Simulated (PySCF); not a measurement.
FCCl2H, in a box:

```xyz
5
Lattice="12.0000 0.0000 0.0000 0.0000 11.0000 0.0000 0.0000 0.0000 12.0000" Properties=species:S:1:pos:R:3 pbc="T T T"
F     5.2050    5.5194    7.2588
C     5.8793    5.4508    6.0473
Cl    7.3090    4.5174    6.1069
Cl    4.7178    4.8967    4.8417
H     6.1535    6.5213    5.7366
```

The cell isn't the ideal one: atoms moved at random, drawn with an rms of 0.05 Å.

Base run:

| Property | Result |
| --- | --- |
| Program | PySCF 2.14.0 |
| Functional | MN15-L |
| Potentials or basis | 6-31g* (all-electron) |
| k mesh | 1 × 1 × 1 |
| Occupations | fixed |
| Spin | no spin polarisation |

Its results: gap between the frontier levels 7.75 eV.

Problem. After a change of settings the same cell gave: gap between the frontier levels 7.05 eV. Which change was it?
A. functional from MN15-L to SCAN
B. functional from MN15-L to PBEsol; dispersion from none to D3(BJ)
C. functional from MN15-L to X3LYP; dispersion from none to D4

Solution. A.

Caveats: this is a molecule in a periodic box at the Γ point, so its band gap is the HOMO-LUMO gap; the basis of atomic orbitals isn't converged, which shifts pressures, moduli and gaps.

Runs at the PBE level aren't shown here.
